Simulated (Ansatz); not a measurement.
# BH7N2OSn: up Jacob's ladder to CCSD(T)

One table from this session's results is given with a row withheld; the runs are named, their logs left out.

Method: functionals in def2-TZVPP, the program's frozen cores in correlated methods; program: Ansatz 0.2.0, Gaussian basis.

The runs, in order: LDA (SPW92), PBE-D4, revPBE-D4, BLYP-D4, r2SCAN-D4, B97M-V, PBE0-D4, B3LYP-D4, r2SCANh-D4, r2SCAN0-D4, HSE06-D4, BHLYP-D4, CAM-B3LYP-D4, LC-ωPBE, ωB97X-V, ωB97M-V, B2PLYP, PBE-QIDH; CCSD(T)/def2-SVP; CCSD(T)/def2-TZVPP; MP2/def2-QZVPP; extrapolation to the limit; RPA on PBE.

## Structure used throughout

All runs share one geometry, relaxed beforehand with PBE0-D4 in a triple-zeta def2 set. Sn takes the def2 core potential; no spin-orbit term is included.

SMILES `B[NH][SnH]([NH2])[OH]`, 12 atoms, charge 0, spin multiplicity 1.

Atoms are counted from 1 here; the program's logs count them from 0.

Bond lengths: B1–N2 1.389 Å, B1–H6 1.205 Å, B1–H7 1.199 Å, N2–Sn3 2.050 Å, N2–H8 1.010 Å, Sn3–N4 2.007 Å, Sn3–O5 1.948 Å, Sn3–H9 1.700 Å, N4–H10 1.011 Å, N4–H11 1.011 Å, O5–H12 0.962 Å. Angles: N2–B1–H6 119.4°, N2–B1–H7 120.7°, H6–B1–H7 120.0°, B1–N2–Sn3 125.3°, B1–N2–H8 117.6°, Sn3–N2–H8 117.2°, N2–Sn3–N4 114.8°, N2–Sn3–O5 103.8°, N2–Sn3–H9 110.1°, N4–Sn3–O5 105.3°, N4–Sn3–H9 109.5°, O5–Sn3–H9 113.1°, Sn3–N4–H10 114.1°, Sn3–N4–H11 115.2°, H10–N4–H11 108.6°, Sn3–O5–H12 111.1°.

Geometry (Å):

```
B    -2.0671   -0.0181   -0.1570
N    -0.9867   -0.7433    0.3300
Sn    0.9057   -0.0059    0.6048
N     2.1672   -0.3352   -0.9210
O     0.6505    1.9249    0.6525
H    -1.9169    1.1408   -0.4498
H    -3.1416   -0.5346   -0.2874
H    -1.1434   -1.7121    0.5696
H     1.5737   -0.6274    2.0396
H     1.8281   -0.0079   -1.8160
H     2.4767   -1.2922   -1.0243
H    -0.2694    2.1559    0.4930
```

The first run:

in.yaml

```yaml
crystal:
  periodic: [false, false, false]
  atoms:
    - {symbol: B, position_ang: [-2.067096, -0.018074, -0.156954]}
    - {symbol: N, position_ang: [-0.986696, -0.743340, 0.329967]}
    - {symbol: Sn, position_ang: [0.905726, -0.005855, 0.604820]}
    - {symbol: N, position_ang: [2.167186, -0.335166, -0.921020]}
    - {symbol: O, position_ang: [0.650452, 1.924904, 0.652535]}
    - {symbol: H, position_ang: [-1.916865, 1.140769, -0.449799]}
    - {symbol: H, position_ang: [-3.141592, -0.534648, -0.287355]}
    - {symbol: H, position_ang: [-1.143350, -1.712111, 0.569625]}
    - {symbol: H, position_ang: [1.573726, -0.627430, 2.039601]}
    - {symbol: H, position_ang: [1.828122, -0.007909, -1.815992]}
    - {symbol: H, position_ang: [2.476709, -1.292216, -1.024308]}
    - {symbol: H, position_ang: [-0.269419, 2.155876, 0.492983]}
basis:
  gaussian: {orbitals: def2-TZVPP}
hamiltonian: {xc: lda}
output: {orbitals: {seedname: orbitals}}
```

Started as:

```bash
ansatz run in.yaml --threads 4 --pin off --events-out ev --progress --plain --max-ram 10444MiB
```

Steps of the session up to this table: LDA; PBE-D4 (GGA); revPBE-D4 (GGA); BLYP-D4 (GGA); r2SCAN-D4 (meta-GGA); B97M-V (meta-GGA); B3LYP-D4 (hybrid); r2SCANh-D4 (hybrid); r2SCAN0-D4 (hybrid); HSE06-D4 (hybrid); BHLYP-D4 (hybrid); CAM-B3LYP-D4 (range-separated); LC-ωPBE (range-separated); ωB97X-V (range-separated); ωB97M-V (range-separated); B2PLYP (double hybrid); PBE-QIDH (double hybrid).

One of the session's tables, all rows but one given; the rest of the session is left out.

It belongs to the step «Frontier levels by functional». 

| functional | HOMO (eV) | gap (eV) |
| --- | --- | --- |
| LDA (SPW92) | ? | ? |
| PBE-D4 | -6.19 | 4.79 |
| revPBE-D4 | -6.12 | 4.83 |
| BLYP-D4 | -6.06 | 4.67 |
| r2SCAN-D4 | -6.48 | 5.43 |
| B97M-V | -6.57 | 5.38 |
| PBE0-D4 | -7.60 | 7.19 |
| B3LYP-D4 | -7.35 | 6.59 |
| r2SCANh-D4 | -7.01 | 6.31 |
| r2SCAN0-D4 | -7.81 | 7.63 |
| HSE06-D4 | -7.19 | 6.41 |
| BHLYP-D4 | -8.92 | 9.38 |
| CAM-B3LYP-D4 | -9.02 | 9.56 |
| LC-ωPBE | -10.43 | 12.28 |
| ωB97X-V | -10.05 | 11.70 |
| ωB97M-V | -9.96 | 11.26 |

**Question.** Estimate the row for LDA (SPW92).

The run gave: HOMO (eV): -6.35; gap (eV): 4.71. In the column «HOMO (eV)» it lies between r2SCAN-D4 (-6.48) and PBE-D4 (-6.19).
